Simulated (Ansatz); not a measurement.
**PAuF₄: a ladder of functionals and wavefunction methods**

An exercise on one series of results from a longer session: the logs are not shown, and one member is left open.

Computed with Ansatz 0.2.0, Gaussian basis. Level: functionals in def2-TZVPP, the program's frozen cores in correlated methods.

Plan: LDA (SPW92), PBE-D4, revPBE-D4, BLYP-D4, r2SCAN-D4, B97M-V, PBE0-D4, B3LYP-D4, r2SCANh-D4, r2SCAN0-D4, HSE06-D4, BHLYP-D4, CAM-B3LYP-D4, LC-ωPBE, ωB97X-V, ωB97M-V, B2PLYP, PBE-QIDH; CCSD(T)/def2-SVP; CCSD(T)/def2-TZVPP; MP2/def2-QZVPP; extrapolation to the limit; RPA on PBE.

1 further run of the same task is left out (for a known fault of the program).

### The relaxed structure

An earlier PBE0-D4 in a triple-zeta def2 set relaxation fixed the geometry. Au takes the def2 core potential; no spin-orbit term is included.

SMILES `[F][Au-][P+](F)(F)F`, 6 atoms, charge 0, spin multiplicity 1.

Atoms are counted from 1 here; the program's logs count them from 0.

Bond lengths: F1–Au2 1.927 Å, Au2–P3 2.135 Å, P3–F4 1.542 Å, P3–F5 1.542 Å, P3–F6 1.542 Å. Angles: F1–Au2–P3 180.0°, Au2–P3–F4 118.0°, Au2–P3–F5 118.0°, Au2–P3–F6 118.0°, F4–P3–F5 99.8°, F4–P3–F6 99.8°, F5–P3–F6 99.8°.

Set-up of the first run:

in.yaml

```yaml
crystal:
  periodic: [false, false, false]
  atoms:
    - {symbol: F, position_ang: [0.956130, -2.891298, 1.489862]}
    - {symbol: Au, position_ang: [0.412771, -1.248197, 0.643216]}
    - {symbol: P, position_ang: [-0.189328, 0.572512, -0.295001]}
    - {symbol: F, position_ang: [-1.362905, 0.517351, -1.293722]}
    - {symbol: F, position_ang: [0.850249, 1.322086, -1.152429]}
    - {symbol: F, position_ang: [-0.666916, 1.727556, 0.608074]}
basis:
  gaussian: {orbitals: def2-TZVPP}
hamiltonian: {xc: lda}
output: {orbitals: {seedname: orbitals}}
```

On the command line:

```sh
ansatz run in.yaml --threads 4 --pin off --events-out ev --progress --plain --max-ram 10444MiB
```

Steps of the session up to this table: LDA; PBE-D4 (GGA); revPBE-D4 (GGA); BLYP-D4 (GGA); r2SCAN-D4 (meta-GGA); B97M-V (meta-GGA); B3LYP-D4 (hybrid); r2SCANh-D4 (hybrid); r2SCAN0-D4 (hybrid); HSE06-D4 (hybrid); BHLYP-D4 (hybrid); CAM-B3LYP-D4 (range-separated); LC-ωPBE (range-separated); ωB97X-V (range-separated); ωB97M-V (range-separated); B2PLYP (double hybrid); PBE-QIDH (double hybrid).

One table of the session follows, with a row left open; its other results are not shown here.

It belongs to the step «Orbital energies across the functionals». 

```
  functional  HOMO (eV)  LUMO (eV)  gap (eV)
 LDA (SPW92)      -7.78      -2.54      5.24
      PBE-D4      -7.47      -2.23      5.24
   revPBE-D4          ?          ?         ?
     BLYP-D4      -7.38      -2.14      5.23
   r2SCAN-D4      -7.79      -2.01      5.78
      B97M-V      -7.71      -2.07      5.65
     PBE0-D4      -8.92      -1.47      7.45
    B3LYP-D4      -8.74      -1.72      7.02
  r2SCANh-D4      -8.42      -1.74      6.68
  r2SCAN0-D4      -9.15      -1.34      7.81
    HSE06-D4      -8.51      -1.84      6.68
    BHLYP-D4     -10.10      -0.73      9.37
CAM-B3LYP-D4     -10.33      -0.58      9.76
     LC-ωPBE     -11.56       0.58     12.13
     ωB97X-V     -11.25       0.47     11.72
     ωB97M-V     -11.23       0.23     11.46
```

Estimate the missing values for revPBE-D4.

**Answer.** HOMO (eV): -7.36; LUMO (eV): -2.11; gap (eV): 5.25. In the column «HOMO (eV)» it is the highest.
